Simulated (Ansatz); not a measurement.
# LiBe16: the cost of one run

Program: Ansatz 0.2.0. Level of theory: DFT PBE, plane waves, PAW, scalar-relativistic, no spin polarisation. These are calculated values, not measurements.

## Step 1: The system as given

The cell holds 17 atoms (Be16Li): a = 4.580 Å, b = 3.966 Å, c = 7.177 Å, α = 90.00°, β = 90.00°, γ = 90.00°.

Its coordinates follow in the input file.

## Step 2: Relaxing end A

File input.yaml:

```yaml
crystal:
  lattice:
    - [-2.29, -3.966396, 0.0]
    - [3.435, -1.983198, 0.0]
    - [0.0, 0.0, 7.17686]
  atoms:
    - { symbol: Be, position: [0.75, 0.5, 0.0] }
    - { symbol: Be, position: [0.5, 0.3333333, 0.25] }
    - { symbol: Be, position: [0.75, 0.5, 0.5] }
    - { symbol: Be, position: [0.5, 0.3333333, 0.75] }
    - { symbol: Be, position: [0.5, 0.0, 0.0] }
    - { symbol: Be, position: [0.25, 0.8333333, 0.25] }
    - { symbol: Be, position: [0.5, 0.0, 0.5] }
    - { symbol: Be, position: [0.25, 0.8333333, 0.75] }
    - { symbol: Be, position: [0.25, 0.5, 0.0] }
    - { symbol: Be, position: [0.0, 0.3333333, 0.25] }
    - { symbol: Be, position: [0.25, 0.5, 0.5] }
    - { symbol: Be, position: [0.0, 0.3333333, 0.75] }
    - { symbol: Be, position: [0.0, 0.0, 0.0] }
    - { symbol: Be, position: [0.75, 0.8333333, 0.25] }
    - { symbol: Be, position: [0.0, 0.0, 0.5] }
    - { symbol: Be, position: [0.75, 0.8333333, 0.75] }
    - { symbol: Li, position: [0.7483856, 0.1626898, 0.3668953] }
basis:
  ecutwfc: 420.0
kpoints:
  mp_grid: { grid: [5, 5, 3] }
hamiltonian:
  xc: pbe
scf:
  occupations: { method: fermi_dirac, width: 0.15 }
  lower_state_search: "off"
relax:
  f_tol: 0.03
  max_steps: 60
  adjacent_minimum: "off"
```

Run with:

```sh
> ansatz run input.yaml --threads 1 --pin off --max-ram 3072MiB --backend cpu --events-out ev --progress --plain --runs-dir out
```

**Question.** How long does this run take on 1 thread of Arm Neoverse V1, shared host, and how much memory does it need?

About 3.5 min, with a peak of 0.41 GiB.
